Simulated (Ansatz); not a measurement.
**CoSi+ (quintet): the correlation ladder, def2-TZVPP**

The task here is to estimate one member of a computed series from the others.

Method: def2-TZVPP, core rule «outside noble gas», up to 14 orbitals frozen; program: Ansatz 0.2.0, Gaussian basis.

To be run: UHF; CCSD(T) on ROHF; CCSD(T) on UHF; CCSDT(Q) on ROHF; CCSDT(Q) on UHF; CASSCF and NEVPT2, 12 electrons in 10 orbitals.

3 further runs of the same task are left out: 3 set aside as unsound or not needed.

**The system**

The geometry is a PBE0/def2-TZVP stationary point (not a proven minimum).

2 atoms, charge 1, spin multiplicity 5.

Atoms are counted from 1 here; the program's logs count them from 0.

Bond lengths: Co1–Si2 2.358 Å.

The first run:

Contents of in.yaml:

```yaml
crystal:
  periodic: [false, false, false]
  atoms:
    - {symbol: Co, position_ang: [0.000000, 0.000000, 0.000000]}
    - {symbol: Si, position_ang: [0.000000, 0.000000, 2.357600]}
basis:
  gaussian: {orbitals: def2-TZVPP}
total_charge: 1
magnetization: {spin_polarized: true, initial_magnetization: 4}
hamiltonian: {xc: hf}
output: {orbitals: {seedname: orbitals}}
```

On the command line:

```bash
$ ansatz run in.yaml --threads 1 --pin off --events-out ev --progress --plain --max-ram 4096MiB --backend cpu
```

Steps of the session up to this table: UHF; CCSD(T) on ROHF; CCSD(T) on UHF; CCSDT(Q) on ROHF; CCSDT(Q) on UHF; CASSCF and NEVPT2, 12 electrons in 10 orbitals.

One table of the session follows, with a row left open; its other results are not shown here.

```
        method  from RCCSDT(Q) (meV)
          RMP2                     ?
          UMP2                +430.1
         RCCSD                +676.6
         UCCSD                +546.8
      RCCSD(T)                +131.4
      UCCSD(T)                 +44.0
        RCCSDT                 +45.2
        UCCSDT                 -66.9
     RCCSDT(Q)                     0
     UCCSDT(Q)                -144.3
CASSCF valence               +8831.0
NEVPT2 valence               +1821.9
```

**Question.** Estimate the row for RMP2.

**Answer.** from RCCSDT(Q) (meV): +506.7. In the column «from RCCSDT(Q) (meV)» it lies between UMP2 (+430.1) and UCCSD (+546.8).

Left out of the table: ROHF, UHF (another determinant or state than the rows shown).

Limits of these values: Warnings: spin contamination; coupled cluster took another determinant than the lowest. Restricted and unrestricted rows rest on different reference determinants; where their highest levels disagree by more than a few hundredths of an eV, they describe different states and don't form one ladder.
